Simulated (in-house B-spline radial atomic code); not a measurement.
# Br³⁺: excited configurations

How much energy does it take to promote electrons of Br³⁺ to other shells? Each configuration is solved by itself and compared with the reference.

Program: in-house B-spline radial atomic code version 1. Level of theory: non-relativistic BLYP, spin-polarised, spherical fractional occupations, point nucleus, basis-set limit. These are calculated values, not measurements, unless marked.

## Step 1: The system

```
element       : bromine (Z = 35)
charge        : +3
electrons     : 32
configuration : [Ar] 3d10 4s2 4p2
Hamiltonian   : non-relativistic
nucleus       : point
```

Outer shells as boxes (Hund's rule):

[Ar] 3d10 4s2 4p2
```
[Ar] core
3d [↑↓][↑↓][↑↓][↑↓][↑↓]
4s [↑↓]
4p [↑ ][↑ ][  ]
```

Where spins are not typed, each open shell is filled with up spins first.

## Step 2: Reference run

Settings, as recorded:

```ini
Z = 35
electrons = 32.0
configuration = [Ar] 3d10 4s2 4p2
hamiltonian = nr
method = b88,lyp
spin_polarised = True
```

## Step 3: Configuration [Ar] 3d10 4s1 4p2 5f1

Settings, as recorded:

```ini
Z = 35
electrons = 32.0
configuration = [Ar] 3d10 4s1 4p2 5f1
hamiltonian = nr
method = b88,lyp
spin_polarised = True
```

## Step 4: Run with [Ar] 3d9 4s2 4p3

Settings, as recorded:

```ini
Z = 35
electrons = 32.0
configuration = [Ar] 3d9 4s2 4p3
hamiltonian = nr
method = b88,lyp
spin_polarised = True
```

## Step 5: [Ar] 3d9 4s2 4p2 4f1

Settings, as recorded:

```ini
Z = 35
electrons = 32.0
configuration = [Ar] 3d9 4s2 4p2 4f1
hamiltonian = nr
method = b88,lyp
spin_polarised = True
```

## Step 6: [Ar] 3d9 4s2 4p2 5s1

Settings, as recorded:

```ini
Z = 35
electrons = 32.0
configuration = [Ar] 3d9 4s2 4p2 5s1
hamiltonian = nr
method = b88,lyp
spin_polarised = True
```

## Step 7: [Ar] 3d10 4s1 4p2 4f1

Settings, as recorded:

```ini
Z = 35
electrons = 32.0
configuration = [Ar] 3d10 4s1 4p2 4f1
hamiltonian = nr
method = b88,lyp
spin_polarised = True
```

## Step 8: Run with [Ar] 3d10 4s1 4p2 4d1

Settings, as recorded:

```ini
Z = 35
electrons = 32.0
configuration = [Ar] 3d10 4s1 4p2 4d1
hamiltonian = nr
method = b88,lyp
spin_polarised = True
```

## Step 9: Configuration [Ar] 3d10 4s2 4p1 5s1

Settings, as recorded:

```ini
Z = 35
electrons = 32.0
configuration = [Ar] 3d10 4s2 4p1 5s1
hamiltonian = nr
method = b88,lyp
spin_polarised = True
```

## Step 10: Run with [Ar] 3d9 4s2 4p2 5f1

Settings, as recorded:

```ini
Z = 35
electrons = 32.0
configuration = [Ar] 3d9 4s2 4p2 5f1
hamiltonian = nr
method = b88,lyp
spin_polarised = True
```

Before running: How far above the reference does each configuration lie (order and size, in eV)?

The runs gave:

| net move | configuration | 2|M_S|+1 | energy above the reference (eV) | largest <r> (bohr) |
| --- | --- | --- | --- | --- |
| 4p → 5s | [Ar] 3d10 4s2 4p1 5s1 | 3 | 21.856 | 3.40 |
| 4s → 4d | [Ar] 3d10 4s1 4p2 4d1 | 5 | 30.022 | 2.33 |
| 4s → 4f | [Ar] 3d10 4s1 4p2 4f1 | 5 | 43.324 | 3.80 |
| 4s → 5f | [Ar] 3d10 4s1 4p2 5f1 | 5 | 48.312 | 6.80 |
| 3d → 4p | [Ar] 3d9 4s2 4p3 | 5 | 70.310 | 1.69 |
| 3d → 5s | [Ar] 3d9 4s2 4p2 5s1 | 5 | 94.738 | 3.31 |
| 3d → 4f | [Ar] 3d9 4s2 4p2 4f1 | 5 | 105.16 | 3.74 |
| 3d → 5f | [Ar] 3d9 4s2 4p2 5f1 | 5 | 110.23 | 6.72 |

**Reading.** The lowest of them is 4p → 5s at 21.856 eV and the highest 3d → 5f at 110.23 eV. 4 of them lie more than 60 % above minus the reference's highest level (40.613 eV), in the range where a state can decay by emitting an electron. The reference has 2|M_S|+1 = 3; 7 of the configurations differ from it in spin. These are spherical averages at the typed spins, not spectroscopic levels.
